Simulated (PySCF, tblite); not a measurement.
**C8H16N2: geometry, infrared bands and NMR shifts**

Wanted: the infrared bands and NMR shifts of C8H16N2 (`CCN(C)/N=C\C1CCC1`), by calculation.

The runs use tblite 0.8.0 and PySCF 2.14.0, with density-fitted response routines of our own; the level of theory stands in each step. All values are computed, except where a source is named. Atoms count from 0, in the outputs and in this text.

## 1. Starting geometry

26 atoms, charge 0, multiplicity 1; geometry from: force field or distance geometry start.

Bonds of the start (Å): C0–C1 1.50, C1–N2 1.47, N2–C3 1.45, N2–N4 1.37, N4–C5 1.29, C5–C6 1.55, C6–C7 1.56, C7–C8 1.55, C8–C9 1.55, C9–C6 1.55, C0–H10 1.10, C0–H11 1.10, C0–H12 1.11, C1–H13 1.09, C1–H14 1.10, C3–H15 1.10, C3–H16 1.10, C3–H17 1.09, C5–H18 1.10, C6–H19 1.11, C7–H20 1.09, C7–H21 1.10, C8–H22 1.10, C8–H23 1.09, C9–H24 1.10, C9–H25 1.10.

## 2. Geometry optimisation with GFN2-xTB

What the job is given:

```
{"job": {"kind": "relax", "xc": "GFN2-xTB", "basis": "xTB"}, "charge": 0, "multiplicity": 1}
C     -3.424200    -0.305900    -1.010400
C     -2.011700    -0.775900    -0.799800
N     -1.257400     0.021500     0.183300
C     -1.605800    -0.113800     1.581500
N     -0.872900     1.262900    -0.238200
C      0.391800     1.524900    -0.144100
C      1.500300     0.556300     0.351600
C      2.980700     0.957200     0.071800
C      3.277700    -0.546200    -0.141700
C      1.779800    -0.718500    -0.488800
H     -3.456700     0.734900    -1.353300
H     -3.930200    -0.924500    -1.763900
H     -4.024100    -0.362800    -0.077300
H     -1.450300    -0.750400    -1.739100
H     -2.002400    -1.811100    -0.441800
H     -2.612400     0.273400     1.778000
H     -1.563300    -1.177000     1.861800
H     -0.891200     0.424100     2.206500
H      0.732300     2.531100    -0.447600
H      1.369100     0.315200     1.426000
H      3.504300     1.431600     0.901000
H      3.109800     1.562800    -0.833500
H      3.580500    -1.057500     0.784900
H      3.974500    -0.787300    -0.941000
H      1.565300    -0.599300    -1.557900
H      1.315300    -1.643200    -0.126900
```

On the command line:

```sh
> OMP_NUM_THREADS=1 python probes_run.py task.json out
```

One launch serves the whole session: the jobs run in the order shown.

**Question.** This job is followed by: GFN2-xTB harmonic vibrations, gas phase; GIAO PBE0/pcSseg-1 NMR shielding, non-relativistic, gas phase. Predict these results of the whole session: strongest single infrared mode (GFN2-xTB); zero-point energy (GFN2-xTB); ¹³C shifts against TMS (PBE0/pcSseg-1, means over atoms taken as alike); ¹H shifts against TMS (PBE0/pcSseg-1, means over atoms taken as alike); ¹⁵N shifts against NH3 (PBE0/pcSseg-1); surface potential, 1st and 99th percentile.

The runs gave:

```
                                                               quantity                                                     value
                              strongest single infrared mode (GFN2-xTB)                                     3015 cm⁻¹, 105 km/mol
                                           zero-point energy (GFN2-xTB)                                            144.1 kcal/mol
¹³C shifts against TMS (PBE0/pcSseg-1, means over atoms taken as alike)             135.4, 60.3, 36.7, 31.5, 28.8, 16.7, 12.9 ppm
 ¹H shifts against TMS (PBE0/pcSseg-1, means over atoms taken as alike)  6.27, 3.47, 3.29, 3.00, 2.37, 2.11, 2.00, 1.96, 1.00 ppm
                                 ¹⁵N shifts against NH3 (PBE0/pcSseg-1)                                          378.6, 131.7 ppm
                                  surface potential, 1st and 99th percentile                                        -1.55 V and 0.80 V
```

In words: Relaxing lowered the energy by 0.805 eV in 167 steps; the close pair that moved most is C5–C6, from 1.553 to 1.503 Å. The lowest mode is imaginary (23i cm⁻¹), so the xTB geometry is not a minimum. GFN2-xTB is a fitted tight-binding method: band positions and strengths are rough. Its intensities can rank the bands wrongly. At PBE0/pcSseg-1: The largest span, 539 ppm, is at N4, where the paramagnetic term is -437 ppm.
